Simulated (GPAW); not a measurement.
The system is CsLi2.

```
Cs Li
1.0
     3.96633    0.00000    0.00000
    -1.98317    3.43495    0.00000
     0.00000    0.00000   10.02838
Cs Li
1 2
Direct
  0.00000 0.00000 0.00000
  0.33333 0.66667 0.34863
  0.33333 0.66667 0.65137
```

The cell was built by a generator and needn't be a form met in nature.

| Property | Result |
| --- | --- |
| Program | GPAW 26.7.0 |
| Task | relaxation of cell and atoms |
| Functional | LDA |
| Potentials or basis | the program's PAW data sets (release 1.2.1) made for this functional |
| Cutoff | 800 eV |
| Basis | pw |
| k mesh | 8 × 8 × 3 |
| Occupations | fermi-dirac, width 0.05 eV |
| Spin | no spin polarisation |

At the start: pressure -0.7 GPa; volume 45.54 Å³/atom.

Task: Where does the relaxation end?

Result: Over 9 steps the energy falls by 20.6 meV/atom and the volume is 37.60 Å³/atom (-17.4 %); space group P-6m2 (No. 187, to 0.05 Å).

The path:
```csv
step,energy change (eV),largest force (eV/Å),pressure (GPa),volume (Å³)
1,0.0000,0.0198,-0.70,136.63
2,-0.0017,0.0196,-0.69,136.24
3,-0.0564,0.0335,0.13,112.18
4,-0.0580,0.0230,-0.02,114.97
5,-0.0581,0.0238,-0.01,114.59
6,-0.0592,0.0241,0.07,112.80
7,-0.0603,0.0191,0.10,111.86
8,-0.0614,0.0087,0.07,112.01
9,-0.0618,0.0034,0.02,112.81
```

Final structure:
```
Cs Li
1.0
     3.67582    0.00000    0.00000
    -1.83791    3.18336    0.00000
     0.00000    0.00000    9.64085
Cs Li
1 2
Direct
  0.00000 0.00000 0.00000
  0.33333 0.66667 0.34833
  0.33333 0.66667 0.65167
```

Caveat: later steps reuse the first step's grids; the volume moved by over 15 % at a fixed basis, so the end points are rough.
